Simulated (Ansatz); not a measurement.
# Ca3Eu (Pm-3m): comparison of magnetic orders in Python

Which magnetic order of Ca3Eu (Pm-3m) lies lowest among those tried? The task is a comparison of magnetic orders, for Ca3Eu (Pm-3m).

Computed with Ansatz 0.2.0 through its Python package. Level of theory: DFT LDA, plane waves, PAW.

## 1. Starting point

Symmetry: Pm-3m, No. 221, cubic system. The conventional cell has a = 5.631 Å, b = 5.631 Å, c = 5.631 Å, α = 90.00°, β = 90.00°, γ = 90.00°. Ca (site symmetry 4/mmm) is surrounded by 8 Ca at 3.98 Å and 4 Eu at 3.98 Å. Eu (site symmetry m-3m) is surrounded by 12 Ca at 3.98 Å.

No structure file is read: the coordinates are typed or built in the script.

## 2. Script

File orders_ca3eu.py:

```python
"""Ferro, antiferro and non-magnetic states of Ca3Eu."""

import ansatz as az
import numpy as np


def count_gap(report):
    # lowest empty less highest filled band, counting bands; zero where they overlap
    return max(report.get("gap_by_band_count_ev") or 0.0, 0.0)

CELL = [
    (5.63079, 0.0, 0.0),
    (0.0, 11.26159, 0.0),
    (0.0, 0.0, 5.63079),
]
ATOMS = [
    ("Ca", (0.5, 0.0, 0.5)),
    ("Ca", (0.0, 0.25, 0.5)),
    ("Ca", (0.5, 0.25, 0.0)),
    ("Eu", (0.0, 0.0, 0.0)),
    ("Ca", (0.5, 0.5, 0.5)),
    ("Ca", (0.0, 0.75, 0.5)),
    ("Ca", (0.5, 0.75, 0.0)),
    ("Eu", (0.0, 0.5, 0.0)),
]


def magnet(moments):
    crystal = az.Crystal(lattice=az.Lattice.of(CELL))
    for (symbol, position), moment in zip(ATOMS, moments):
        crystal = crystal.atom(symbol, position, moment=moment or None)
    return crystal


def main() -> None:
    # starting moments in muB, one an atom
    orders = {
        "FM": [0, 0, 0, 8.4, 0, 0, 0, 8.4],
        "AFM": [0, 0, 0, 8.4, 0, 0, 0, -8.4],
    }

    rows = []
    for label, moments in orders.items():
        calculation = magnet(moments).calculation()
        calculation = calculation.functional("lda")
        calculation = calculation.pseudopotentials("paw")
        calculation = calculation.kpoints(4, 2, 4, center="gamma")
        calculation = calculation.occupations("Fermi-Dirac", width=150 * az.meV)
        calculation = calculation.spin("collinear")
        calculation = calculation.band_table()
        summary = calculation.run(threads=1).report
        rows.append((label, summary["free_energy_ev"], summary["magnetization_mub"], summary["absolute_magnetization_mub"], max(abs(m) for m in summary["site_moments_mub"]), count_gap(summary)))
        print(label, "site moments:", [round(m, 2) for m in summary["site_moments_mub"]])

    # the same cell with no spin polarisation
    plain = (
        magnet([0] * len(ATOMS)).calculation()
        .functional("lda")
        .pseudopotentials("paw")
        .kpoints(4, 2, 4, center="gamma")
        .occupations("Fermi-Dirac", width=150 * az.meV)
        .band_table()
    )
    summary = plain.run(threads=1).report
    rows.append(("NM", summary["free_energy_ev"], 0.0, 0.0, 0.0, count_gap(summary)))

    lowest = min(row[1] for row in rows)
    rows = [(row[0], 1000 * (row[1] - lowest) / 2, *row[2:]) for row in sorted(rows, key=lambda row: row[1])]
    print("         order  meV/magnetic atom         net muB    absolute muB  largest site muB  gap by band count eV")
    for row in rows:
        print(f"{str(row[0]):>14s}  {row[1]:17.2f}  {row[2]:14.3f}  {row[3]:14.3f}  {row[4]:16.3f}  {row[5]:20.3f}")
    print("lowest of these starts:", rows[0][0])


if __name__ == "__main__":
    main()
```

## 3. The input behind the calls

The engine receives this input (first run):

```yaml
crystal:
  lattice:
    - [5.63079, 0.0, 0.0]
    - [0.0, 11.26159, 0.0]
    - [0.0, 0.0, 5.63079]
  atoms:
    - { symbol: Ca, position: [0.5, 0.0, 0.5] }
    - { symbol: Ca, position: [0.0, 0.25, 0.5] }
    - { symbol: Ca, position: [0.5, 0.25, 0.0] }
    - { symbol: Eu, position: [0.0, 0.0, 0.0], spin: 8.4 }
    - { symbol: Ca, position: [0.5, 0.5, 0.5] }
    - { symbol: Ca, position: [0.0, 0.75, 0.5] }
    - { symbol: Ca, position: [0.5, 0.75, 0.0] }
    - { symbol: Eu, position: [0.0, 0.5, 0.0], spin: 8.4 }
kpoints:
  mp_grid:
    grid: [4, 2, 4]
    shift: [0.0, 0.0, 0.0]
hamiltonian:
  xc: lda
  pseudopotentials:
    kind: paw
magnetization:
  spin_polarized: true
scf:
  occupations:
    method: fermi_dirac
    width: 0.15
output:
  eigenvalues: true
```

## 4. The run

Run with:

```sh
$ python orders_ca3eu.py
```

**Question.** Which magnetic state ends lowest, and by how much?

**Answer**, as computed:

| quantity | value |
| --- | --- |
| runs compared | 3 |
| lowest | run 2 (AFM) |
| next above it by | 1.2 meV/atom |

In words: In order of energy: antiferro- or ferrimagnetic (+0.0 meV an atom, largest site moment 7.01 μB), ferromagnetic (+1.2 meV an atom, largest site moment 6.99 μB) and non-magnetic (+1550.3 meV an atom, largest site moment 0.00 μB). These are the states reached from the starts typed. What to keep in mind:
- Open f shells: without a Hubbard U, without spin-orbit coupling; the state reached hangs on the start and needn't be the lowest.
- The mesh is modest for a metal, so energies can be off by several to tens of meV an atom and pressures by half a GPa or more; differences at equal mesh fare better.
- The smearing is wide enough that free energy and stress hold a thermal part of the electrons.
- The structure comes from a database of computed cells and needn't be a stable or known phase.
- Each row is the state reached from that start at the given structure, not necessarily the lowest of its order; other orders weren't tried.
